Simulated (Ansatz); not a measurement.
**GeW (CsCl type): a single-point run**

Aim: a sound single-point run of GeW (CsCl type). The structure is shown as the input types it.

Method: Kohn-Sham DFT, with the functional, basis and potentials that each input names, in Ansatz 0.2.0.

1 further run of the same task is left out (set aside as unsound or not needed).

**1. The structure to begin with**

Symmetry: Pm-3m, No. 221, cubic system. Conventional cell: a = 2.310 Å, b = 2.310 Å, c = 2.310 Å, α = 90.00°, β = 90.00°, γ = 90.00°. W (site symmetry m-3m) is surrounded by 8 Ge at 2.00 Å. Ge (site symmetry m-3m) has 8 W at 2.00 Å as nearest neighbours.

As a file:

```cif
data_structure
_symmetry_space_group_name_H-M 'Pm-3m'
_symmetry_Int_Tables_number 221
_cell_length_a 2.3096
_cell_length_b 2.3096
_cell_length_c 2.3096
_cell_angle_alpha 90.000
_cell_angle_beta 90.000
_cell_angle_gamma 90.000
_cell_volume 12.32
loop_
_atom_site_label
_atom_site_type_symbol
_atom_site_symmetry_multiplicity
_atom_site_Wyckoff_symbol
_atom_site_fract_x
_atom_site_fract_y
_atom_site_fract_z
_atom_site_occupancy
W1 W 1 a 0.00000 0.00000 0.00000 1
Ge1 Ge 1 b 0.50000 0.50000 0.50000 1
```

**2. The run**

Contents of input.yaml:

```yaml
crystal:
  lattice:
    - [2.3096341667, 0.0, 0.0]
    - [0.0, 2.3096341667, 0.0]
    - [0.0, 0.0, 2.3096341667]
  atoms:
    - { symbol: W, position: [0.0, 0.0, 0.0] }
    - { symbol: Ge, position: [0.5, 0.5, 0.5] }
kpoints:
  mp_grid: { grid: [14, 14, 14] }
scf:
  occupations: { method: fermi_dirac, width: 0.05 }
  max_iter: 100
hamiltonian:
  xc: lda+u
  pseudopotentials: { kind: all_electron, datasets: crystal }
output:
  forces: true
  stress: true
  eigenvalues: true
```

The run is started by

```bash
ansatz run input.yaml --threads 1 --pin off --max-ram 2048MiB --backend cpu --events-out ev --progress --plain --runs-dir out
```

Q: Will this input give a usable result? If not, why, and what should change?

Nothing was computed: the input was turned down at the start. It says: «line 15 column 7: hamiltonian.xc: unknown variant `lda+u`, expected one of `lda`, `lda-pw`, `pw92`, `pbe`, `pbesol`, `rpbe`, `revpbe`, `blyp`, ...»

The suspect setting: hamiltonian.xc is lda+u. No functional of that name is defined in this program.

Remedy: set hamiltonian.xc to pbe. Any name on the list would pass the check; a listed functional of a like name need not be the same functional.
